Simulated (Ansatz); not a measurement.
Geometry optimisation, DFT LDA, scalar-relativistic, plane waves, PAW in Ansatz.

Input:

```yaml
crystal:
  lattice:
    - [8.1, 0.0, 0.0]
    - [0.0, 8.1, 0.0]
    - [0.0, 0.0, 8.1]
  atoms:
    - { symbol: Al, position: [0.5, 0.0, 0.0] }
    - { symbol: Al, position: [0.75, 0.25, 0.0] }
    - { symbol: Al, position: [0.75, 0.0, 0.25] }
    - { symbol: Al, position: [0.0, 0.0, 0.0] }
    - { symbol: Al, position: [0.25, 0.25, 0.0] }
    - { symbol: Al, position: [0.5, 0.5, 0.0] }
    - { symbol: Al, position: [0.75, 0.75, 0.0] }
    - { symbol: Al, position: [0.25, 0.0, 0.25] }
    - { symbol: Al, position: [0.5, 0.25, 0.25] }
    - { symbol: Al, position: [0.75, 0.5, 0.25] }
    - { symbol: Al, position: [0.5, 0.0, 0.5] }
    - { symbol: Al, position: [0.75, 0.25, 0.5] }
    - { symbol: Al, position: [0.75, 0.0, 0.75] }
    - { symbol: Al, position: [0.0, 0.5, 0.0] }
    - { symbol: Al, position: [0.25, 0.75, 0.0] }
    - { symbol: Al, position: [0.0, 0.25, 0.25] }
    - { symbol: Al, position: [0.25, 0.5, 0.25] }
    - { symbol: Al, position: [0.5, 0.75, 0.25] }
    - { symbol: Al, position: [0.0, 0.0, 0.5] }
    - { symbol: Al, position: [0.25, 0.25, 0.5] }
    - { symbol: Al, position: [0.5, 0.5, 0.5] }
    - { symbol: Al, position: [0.75, 0.75, 0.5] }
    - { symbol: Al, position: [0.25, 0.0, 0.75] }
    - { symbol: Al, position: [0.5, 0.25, 0.75] }
    - { symbol: Al, position: [0.75, 0.5, 0.75] }
    - { symbol: Al, position: [0.0, 0.75, 0.25] }
    - { symbol: Al, position: [0.0, 0.5, 0.5] }
    - { symbol: Al, position: [0.25, 0.75, 0.5] }
    - { symbol: Al, position: [0.0, 0.25, 0.75] }
    - { symbol: Al, position: [0.25, 0.5, 0.75] }
    - { symbol: Al, position: [0.5, 0.75, 0.75] }
    - { symbol: Al, position: [0.0, 0.75, 0.75] }
    - { symbol: Ga, position: [0.12589139, 0.37028652, 0.87570288] }
basis:
  ecutwfc: 420.0
kpoints:
  mp_grid: { grid: [3, 3, 3] }
hamiltonian:
  xc: lda
  pseudopotentials: { kind: paw, azcp: { folder: soft_1 } }
scf:
  occupations: { method: fermi_dirac, width: 0.05 }
  lower_state_search: "off"
relax:
  f_tol: 0.03
  max_steps: 60
  adjacent_minimum: "off"
```

Launched with:

```bash
$ ansatz run input.yaml --threads 4 --pin off --max-ram 10240MiB --backend cpu --events-out ev --progress --plain --runs-dir out
```

Task: Where does it end, and by what steps?

Result: The forces met the threshold. The force dipped under the threshold on the way, but the program's further checks kept it going. Limits of this set-up: coarse k mesh, PAW files made for another functional, a small cell, in which the defect meets its images, a typed lattice constant that wasn't relaxed here. After 15 steps the energy has fallen by 15.575 eV; Ga33 moved furthest, 1.68 Å. The start is strongly strained (largest force component 11 eV/Å), so its close contacts needn't be bonds. Parted: Al14–Ga33 (1.78 → 3.52 Å). Joined: Al20–Ga33 (3.35 → 2.44 Å), Al23–Ga33 (3.32 → 2.44 Å), Al24–Ga33 (3.34 → 2.44 Å).

```
step  energy less start (eV)  largest force component (eV/Å)  accepted
   0                  0.0000                          10.946       yes
   1                 -9.2804                           5.107       yes
   2                -13.4066                           1.737       yes
   3                -14.5250                           0.164       yes
   4                -14.5559                           0.098       yes
   5                -14.5906                           0.202       yes
   6                -14.6352                           0.447       yes
   7                -14.7651                           0.636       yes
   8                -14.9996                           0.633       yes
   9                -15.2763                           0.344       yes
  10                -15.4692                           0.155       yes
  11                -15.5501                           0.067       yes
  12                -15.5731                           0.012       yes
  13                -15.5744                           0.015       yes
  14                -15.5735                           0.033        no
  15                -15.5746                           0.007       yes
```

```xyz
33
Lattice="8.1000 0.0000 0.0000 0.0000 8.1000 0.0000 0.0000 0.0000 8.1000" Properties=species:S:1:pos:R:3
Al 4.025 0.024 0.036
Al 6.044 2.054 0.134
Al 6.045 -0.002 2.056
Al -0.036 0.025 0.036
Al 1.993 2.055 0.448
Al 4.024 4.085 0.036
Al 6.045 6.104 0.061
Al 1.994 -0.073 2.056
Al 4.121 2.054 2.056
Al 6.045 4.110 2.055
Al 4.025 0.025 4.076
Al 6.045 2.054 3.979
Al 6.044 -0.073 6.106
Al -0.035 4.083 0.035
Al 1.995 6.105 0.133
Al -0.133 2.054 2.057
Al 1.994 4.182 2.056
Al 4.050 6.104 2.056
Al -0.036 0.024 4.076
Al 1.994 2.055 3.661
Al 4.025 4.084 4.075
Al 6.044 6.104 4.050
Al 1.994 -0.388 6.106
Al 4.439 2.055 6.107
Al 6.044 4.182 6.106
Al -0.061 6.104 2.055
Al -0.036 4.085 4.076
Al 1.995 6.105 3.979
Al -0.448 2.055 6.107
Al 1.994 4.498 6.106
Al 4.121 6.105 6.106
Al -0.133 6.105 6.105
Ga 1.997 2.054 6.103
```

Whether the end is a true minimum wasn't checked by a vibrational analysis.

The run took 2.9 min on 4 threads of Arm Neoverse V2, with other jobs on the host, peak memory 1.5 GiB.
